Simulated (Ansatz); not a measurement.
# C2H4AlN: one species, many methods

One table from this session's results is given with a row withheld; the runs are named, their logs left out.

Method: functionals in def2-TZVPP, the program's frozen cores in correlated methods; program: Ansatz 0.2.0, Gaussian basis.

The runs, in order: LDA (SPW92), PBE-D4, revPBE-D4, BLYP-D4, r2SCAN-D4, B97M-V, PBE0-D4, B3LYP-D4, r2SCANh-D4, r2SCAN0-D4, HSE06-D4, BHLYP-D4, CAM-B3LYP-D4, LC-ωPBE, ωB97X-V, ωB97M-V, B2PLYP, PBE-QIDH; CCSD(T)/def2-SVP; CCSD(T)/def2-TZVPP; MP2/def2-QZVPP; extrapolation to the limit; RPA on PBE.

### The relaxed structure

An earlier PBE0-D4 in a triple-zeta def2 set relaxation fixed the geometry.

SMILES `C=C=[N][AlH2]`, 8 atoms, charge 0, spin multiplicity 1.

Atoms are counted from 1 here; the program's logs count them from 0.

Bond lengths: C1–C2 1.314 Å, C1–H5 1.081 Å, C1–H6 1.081 Å, C2–N3 1.196 Å, N3–Al4 1.768 Å, Al4–H7 1.576 Å, Al4–H8 1.576 Å. Angles: C2–C1–H5 120.1°, C2–C1–H6 120.1°, H5–C1–H6 119.9°, C1–C2–N3 180.0°, C2–N3–Al4 180.0°, N3–Al4–H7 116.8°, N3–Al4–H8 116.8°, H7–Al4–H8 126.4°.

As a file:

```
C    -0.21573    2.07192    0.36736
C    -0.07492    0.78608    0.13623
N     0.05325   -0.38448   -0.07425
Al    0.24183   -2.11434   -0.38635
H    -0.54404    2.73128   -0.42337
H    -0.00352    2.47213    1.34847
H    -0.08974   -2.61397   -1.84344
H     0.72508   -3.00593    0.81955
```

The first run:

in.yaml reads:

```yaml
crystal:
  periodic: [false, false, false]
  atoms:
    - {symbol: C, position_ang: [-0.215734, 2.071919, 0.367363]}
    - {symbol: C, position_ang: [-0.074922, 0.786082, 0.136231]}
    - {symbol: N, position_ang: [0.053251, -0.384475, -0.074254]}
    - {symbol: Al, position_ang: [0.241834, -2.114336, -0.386352]}
    - {symbol: H, position_ang: [-0.544041, 2.731278, -0.423366]}
    - {symbol: H, position_ang: [-0.003523, 2.472131, 1.348470]}
    - {symbol: H, position_ang: [-0.089742, -2.613967, -1.843439]}
    - {symbol: H, position_ang: [0.725077, -3.005933, 0.819548]}
basis:
  gaussian: {orbitals: def2-TZVPP}
hamiltonian: {xc: lda}
output: {orbitals: {seedname: orbitals}}
```

The run is started by

```console
$ ansatz run in.yaml --threads 2 --pin off --events-out ev --progress --plain --max-ram 4352MiB
```

Steps of the session up to this table: LDA; PBE-D4 (GGA); revPBE-D4 (GGA); BLYP-D4 (GGA); r2SCAN-D4 (meta-GGA); B97M-V (meta-GGA); B3LYP-D4 (hybrid); r2SCANh-D4 (hybrid); r2SCAN0-D4 (hybrid); HSE06-D4 (hybrid); BHLYP-D4 (hybrid); CAM-B3LYP-D4 (range-separated); LC-ωPBE (range-separated); ωB97X-V (range-separated); ωB97M-V (range-separated); B2PLYP (double hybrid); PBE-QIDH (double hybrid).

One of the session's tables, all rows but one given; the rest of the session is left out.

| functional | HOMO (eV) | LUMO (eV) | gap (eV) |
| --- | --- | --- | --- |
| LDA (SPW92) | ? | ? | ? |
| PBE-D4 | -5.24 | -2.12 | 3.12 |
| revPBE-D4 | -5.17 | -2.03 | 3.14 |
| BLYP-D4 | -5.09 | -2.00 | 3.09 |
| r2SCAN-D4 | -5.40 | -1.81 | 3.59 |
| B97M-V | -5.43 | -2.00 | 3.43 |
| PBE0-D4 | -6.26 | -1.39 | 4.86 |
| B3LYP-D4 | -6.06 | -1.59 | 4.47 |
| r2SCANh-D4 | -5.79 | -1.56 | 4.22 |
| r2SCAN0-D4 | -6.38 | -1.20 | 5.18 |
| HSE06-D4 | -5.87 | -1.75 | 4.11 |
| BHLYP-D4 | -7.18 | -0.64 | 6.54 |
| CAM-B3LYP-D4 | -7.50 | -0.50 | 7.00 |
| LC-ωPBE | -8.78 | 0.55 | 9.33 |
| ωB97X-V | -8.43 | 0.46 | 8.89 |
| ωB97M-V | -8.35 | 0.21 | 8.55 |

Estimate the missing values for LDA (SPW92).

As computed: HOMO (eV): -5.44; LUMO (eV): -2.34; gap (eV): 3.10. In the column «HOMO (eV)» it lies between r2SCANh-D4 (-5.79) and B97M-V (-5.43).
